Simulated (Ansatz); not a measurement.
**CH₅AlOSi: one species, many methods**

The task here is to estimate one member of a computed series from the others.

Computed with Ansatz 0.2.0, Gaussian basis. Level: functionals in def2-TZVPP, the program's frozen cores in correlated methods.

Levels to be run: LDA (SPW92), PBE-D4, revPBE-D4, BLYP-D4, r2SCAN-D4, B97M-V, PBE0-D4, B3LYP-D4, r2SCANh-D4, r2SCAN0-D4, HSE06-D4, BHLYP-D4, CAM-B3LYP-D4, LC-ωPBE, ωB97X-V, ωB97M-V, B2PLYP, PBE-QIDH; CCSD(T)/def2-SVP; CCSD(T)/def2-TZVPP; MP2/def2-QZVPP; extrapolation to the limit; RPA on PBE.

## Structure used throughout

The geometry comes from an earlier relaxation with PBE0-D4 in a triple-zeta def2 set; it is a stationary point, not always the lowest conformer.

SMILES `[SiH3][Al]1[CH2][O]1`, 9 atoms, charge 0, spin multiplicity 1.

Atoms are counted from 1 here; the program's logs count them from 0.

Bond lengths: Si1–Al2 2.434 Å, Si1–H5 1.487 Å, Si1–H6 1.487 Å, Si1–H7 1.486 Å, Al2–C3 1.890 Å, Al2–O4 1.714 Å, C3–O4 1.475 Å, C3–H8 1.091 Å, C3–H9 1.091 Å. Angles: Al2–Si1–H5 109.3°, Al2–Si1–H6 109.3°, Al2–Si1–H7 111.3°, H5–Si1–H6 108.5°, H5–Si1–H7 109.2°, H6–Si1–H7 109.2°, Si1–Al2–C3 173.9°, Si1–Al2–O4 138.1°, C3–Al2–O4 48.0°, Al2–C3–O4 59.7°, Al2–C3–H8 123.3°, Al2–C3–H9 123.2°, O4–C3–H8 112.9°, O4–C3–H9 112.8°, H8–C3–H9 111.4°, Al2–O4–C3 72.3°.

Set-up of the first run:

Input file in.yaml:

```yaml
crystal:
  periodic: [false, false, false]
  atoms:
    - {symbol: Si, position_ang: [-0.720450, 1.472409, -1.271468]}
    - {symbol: Al, position_ang: [0.124765, -0.254643, 0.221324]}
    - {symbol: C, position_ang: [0.613090, -1.571720, 1.486359]}
    - {symbol: O, position_ang: [1.506162, -1.260799, 0.354230]}
    - {symbol: H, position_ang: [-2.011426, 1.024321, -1.859030]}
    - {symbol: H, position_ang: [-0.961320, 2.718552, -0.495907]}
    - {symbol: H, position_ang: [0.243041, 1.756410, -2.366848]}
    - {symbol: H, position_ang: [0.236762, -2.595013, 1.460546]}
    - {symbol: H, position_ang: [1.057877, -1.335816, 2.453793]}
basis:
  gaussian: {orbitals: def2-TZVPP}
hamiltonian: {xc: lda}
output: {orbitals: {seedname: orbitals}}
```

Command:

```bash
$ ansatz run in.yaml --threads 2 --pin off --events-out ev --progress --plain --max-ram 4352MiB
```

Among the steps run: LDA; PBE-D4 (GGA); revPBE-D4 (GGA); BLYP-D4 (GGA); r2SCAN-D4 (meta-GGA); B97M-V (meta-GGA); B3LYP-D4 (hybrid); r2SCANh-D4 (hybrid); r2SCAN0-D4 (hybrid); HSE06-D4 (hybrid); BHLYP-D4 (hybrid); CAM-B3LYP-D4 (range-separated); LC-ωPBE (range-separated); ωB97X-V (range-separated); ωB97M-V (range-separated); B2PLYP (double hybrid); PBE-QIDH (double hybrid).

One of the session's tables, all rows but one given; the rest of the session is left out.

It belongs to the step «Frontier levels by functional». 

```
  functional  HOMO (eV)  LUMO (eV)  gap (eV)
 LDA (SPW92)      -5.31      -2.52      2.80
      PBE-D4      -5.16      -2.34      2.82
   revPBE-D4      -5.10      -2.25      2.84
     BLYP-D4      -5.02      -2.19      2.83
   r2SCAN-D4      -5.34      -2.14      3.20
      B97M-V          ?          ?         ?
     PBE0-D4      -6.30      -1.60      4.70
    B3LYP-D4      -6.11      -1.77      4.33
  r2SCANh-D4      -5.78      -1.88      3.89
  r2SCAN0-D4      -6.44      -1.50      4.93
    HSE06-D4      -5.91      -1.97      3.93
    BHLYP-D4      -7.37      -0.81      6.57
CAM-B3LYP-D4      -7.63      -0.61      7.02
     LC-ωPBE      -8.94       0.43      9.37
     ωB97X-V      -8.59       0.32      8.92
     ωB97M-V      -8.48       0.07      8.55
```

**Question.** Estimate the row for B97M-V.

As computed: HOMO (eV): -5.38; LUMO (eV): -2.30; gap (eV): 3.08. In the column «HOMO (eV)» it lies between r2SCANh-D4 (-5.78) and r2SCAN-D4 (-5.34).
